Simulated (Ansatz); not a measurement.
# CoN: the cost of one run

The runs use Ansatz 0.2.0, Gaussian basis; def2-QZVPP, core rule «outside noble gas», up to 10 orbitals frozen.

Plan: UHF; ROHF; CCSD(T) on UHF.

2 further runs of the same task are left out: 2 set aside as unsound or not needed.

## 1. The system

The geometry is a PBE0/def2-TZVP stationary point (not a proven minimum) of the parent state, kept for this charge and spin.

2 atoms, charge 1, spin multiplicity 4.

Atoms are counted from 1 here; the program's logs count them from 0.

Bond lengths: Co1–N2 1.662 Å.

## 2. UHF

File in.yaml:

```yaml
crystal:
  periodic: [false, false, false]
  atoms:
    - {symbol: Co, position_ang: [0.000000, 0.000000, 0.000000]}
    - {symbol: N, position_ang: [0.000000, 0.000000, 1.662400]}
basis:
  gaussian: {orbitals: "def2-QZVPP.json"}
total_charge: 1
magnetization: {spin_polarized: true, initial_magnetization: 3}
hamiltonian: {xc: hf}
output: {orbitals: {seedname: orbitals}}
```

The run is started by

```bash
> ansatz run in.yaml --threads 1 --pin off --events-out ev --progress --plain --max-ram 4096MiB --backend cpu
```

Q: Estimate wall time and peak memory on 1 thread of AMD EPYC 7R13, shared host.

About 88 s, with a peak of 0.44 GiB.
